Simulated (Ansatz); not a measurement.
# SiTe2S6: what a guessed cell relaxes into

Aim: relax a trial structure of SiTe2S6 and see where it ends.

Program: Ansatz 0.2.0. Level of theory: DFT PBE, scalar-relativistic, plane waves, PAW. These are calculated values, not measurements.

### 1 The starting structure

It takes space group Fm-3m (No. 225, cubic). The conventional cell has a = 9.269 Å, b = 9.269 Å, c = 9.269 Å, α = 90.00°, β = 90.00°, γ = 90.00°. Around Si (site symmetry m-3m) lie 6 S at 2.18 Å. Te (site symmetry -43m) is surrounded by 12 S at 3.28 Å. S (site symmetry 4mm) is surrounded by 1 Si at 2.18 Å.

Structure file:

```cif
data_structure
_symmetry_space_group_name_H-M 'Fm-3m'
_symmetry_Int_Tables_number 225
_cell_length_a 9.2690
_cell_length_b 9.2690
_cell_length_c 9.2690
_cell_angle_alpha 90.000
_cell_angle_beta 90.000
_cell_angle_gamma 90.000
_cell_volume 796.35
loop_
_atom_site_label
_atom_site_type_symbol
_atom_site_symmetry_multiplicity
_atom_site_Wyckoff_symbol
_atom_site_fract_x
_atom_site_fract_y
_atom_site_fract_z
_atom_site_occupancy
Si1 Si 4 a 0.00000 0.00000 0.00000 1
Te1 Te 8 c 0.25000 0.75000 0.75000 1
S1 S 24 e 0.23500 0.00000 0.00000 1
```

A structure generator made this guess: species swapped into a database cell of Rb2PtCl6 (Fm-3m, No. 225), with Te on the Rb sites, Si on the Pt sites and S on the Cl sites. The dimensions are guesses.

### 2 The guess as it stands, on a coarse mesh

input.yaml reads:

```yaml
crystal:
  lattice:
    - [0.0, 4.6345096, 4.6345096]
    - [4.6345096, 0.0, 4.6345096]
    - [4.6345096, 4.6345096, 0.0]
  atoms:
    - { symbol: Si, position: [0.0, 0.0, 0.0] }
    - { symbol: Te, position: [0.25, 0.25, 0.25] }
    - { symbol: Te, position: [0.75, 0.75, 0.75] }
    - { symbol: S, position: [0.765, 0.235, 0.235] }
    - { symbol: S, position: [0.235, 0.765, 0.235] }
    - { symbol: S, position: [0.235, 0.765, 0.765] }
    - { symbol: S, position: [0.765, 0.235, 0.765] }
    - { symbol: S, position: [0.235, 0.235, 0.765] }
    - { symbol: S, position: [0.765, 0.765, 0.235] }
basis:
  ecutwfc: 420
kpoints:
  mp_grid: { grid: [4, 4, 4] }
hamiltonian:
  xc: pbe
scf:
  occupations: { method: gaussian, width: 0.1 }
  lower_state_search: "off"
output:
  forces: true
  stress: true
  eigenvalues: true
```

Started as:

```sh
$ ansatz run input.yaml --threads 1 --pin off --max-ram 2048MiB --backend cpu --events-out ev --progress --plain --runs-dir out
```

Standard output, shortened:

```text
Warning: RAYON_NUM_THREADS=1 ignored (pool sized by the plan → 1); use --threads N
[...]
Pseudopotentials: kind: paw
Pseudopotential: Si, paw, valence charge 4, recommended cutoff 420 eV (normal), Si.paw.azcp
Pseudopotential: Te, paw, valence charge 16, recommended cutoff 420 eV (normal), Te.paw.azcp
Pseudopotential: S, paw, valence charge 6, recommended cutoff 420 eV (normal), S.paw.azcp
Functional definition: PBE
[...]
Crystal: 9 atoms, lattice volume = 199.086 Å³
Basis set: ecut = 420 eV, 3839 PW (Γ), exchange–correlation on 90×90×90 points (8 copies of the dense FFT grid, shifted against one another)
Bands: 45, of which v1, the nominal top of the filled ones, is band 36 counted from 1 (35 counted from 0)
Symmetry: 48 space group operations
[...]
Entropy (-TS):   -0.037914 eV (-4.213 meV/atom)
Fermi energy:    6.858185 eV
[...]
--- Forces (eV/Å), atoms counted from 1 ---
  atom   1  Si     0.00000000     0.00000000     0.00000000
  atom   2  Te    -0.00000000    -0.00000000    -0.00000000
  atom   3  Te     0.00000000     0.00000000    -0.00000000
  atom   4  S      0.94567159     0.00000000    -0.00000000
  atom   5  S     -0.00000000     0.94567159    -0.00000000
  atom   6  S     -0.94567159    -0.00000000    -0.00000000
  atom   7  S      0.00000000    -0.94567159    -0.00000000
  atom   8  S      0.00000000    -0.00000000     0.94567159
[...]
--- Stress (GPa, compression-positive) ---
       -2.450997       0.000000      -0.000000
        0.000000      -2.450997       0.000000
       -0.000000       0.000000      -2.450997
  P = ⅓ Tr σ = -2.4510 GPa (-24.510 kbar)
--- Band table (eV; the first three rows and the last of 8) ---
[...]
```

It took 3.9 s on 1 thread of Arm Neoverse V2, shared host; peak memory 0.43 GiB.

From the probe: pressure -2.5 GPa, largest force 0.95 eV/Å, gap on this mesh none (metal). A cheap, loose relaxation comes first.

[end of part 1 of 3]
